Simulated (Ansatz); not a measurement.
# Cl2GeH2O: molecular dynamics

Aim: follow the molecule's vibrations and see whether its bonds hold. The start is relaxed first. Runs: 300 steps of 0.5 fs at constant energy, with velocities drawn for 1000 K. SMILES of the start: [OH][GeH]([Cl])[Cl].

Program: Ansatz 0.2.0. Level of theory: RKS LDA/def2-SVP. These are calculated values, not measurements.

## (1) Starting point

Bond lengths: Ge1–O2 1.770 Å, O2–H3 1.010 Å, Ge1–Cl4 2.220 Å, Ge1–Cl5 2.218 Å, Ge1–H6 1.549 Å. Angles: Ge1–O2–H3 109.5°, O2–Ge1–Cl4 109.5°, O2–Ge1–Cl5 109.5°, O2–Ge1–H6 109.5°, Cl4–Ge1–Cl5 109.5°, Cl4–Ge1–H6 109.5°, Cl5–Ge1–H6 109.5°.

As a file:

```xyz
6

Ge    0.0000    0.0000    0.0000
O     0.0000    0.0000    1.7700
H    -0.9095   -0.2814    2.1071
Cl    2.0935    0.0000   -0.7393
Cl   -1.0456    1.8115   -0.7393
H    -0.7300   -1.2648   -0.5162
```

## (2) Preparing the start

The input, input.yaml:

```yaml
crystal:
  periodic: [false, false, false]
  atoms:
    - { symbol: Ge, position_ang: [0.0, 0.0, 0.0] }
    - { symbol: O, position_ang: [0.0, 0.0, 1.77] }
    - { symbol: H, position_ang: [-0.9095, -0.2814, 2.1071] }
    - { symbol: Cl, position_ang: [2.0935, 0.0, -0.7393] }
    - { symbol: Cl, position_ang: [-1.0456, 1.8115, -0.7393] }
    - { symbol: H, position_ang: [-0.73, -1.2648, -0.5162] }
basis:
  gaussian: { orbitals: def2-SVP }
hamiltonian:
  xc: lda
relax:
  f_tol: 0.02
  max_steps: 40
```

Launch:

```bash
ansatz run input.yaml --threads 1 --pin off --max-ram 2048MiB --backend cpu --events-out ev --progress --plain --runs-dir out
```

Further steps of the session: Dynamics.

What does the calculation give? Wanted: relaxation of the start; temperature, first and last step; temperature, second half; potential energy, second half; largest change of the total energy; bonds formed or broken.

The runs gave:

| quantity | value |
| --- | --- |
| relaxation of the start | 14 moves, 0.301 eV lower |
| length | 300 steps of 0.5 fs |
| temperature, first and last step | 1000 and 605 K |
| temperature, second half | mean 537 K, from 178 to 851 K |
| potential energy, second half | +40 meV/atom from the start |
| largest change of the total energy | 0.29 meV/atom |
| bonds formed or broken | 0 |

**Reading.** The temperature starts at 1000 K and averages 537 K in the second half, where it ranges from 178 to 851 K. About half is expected from a start at a minimum: kinetic energy passes into potential energy until both shares match. The total energy strays from its start by at most 0.29 meV/atom, 0.7 % of the mean kinetic energy, so a step of 0.5 fs is short enough over this time. No bond forms or breaks. Averages from a run of 150 fs with 6 atoms are rough. The nuclei move classically, without zero-point motion, which matters most for hydrogen.
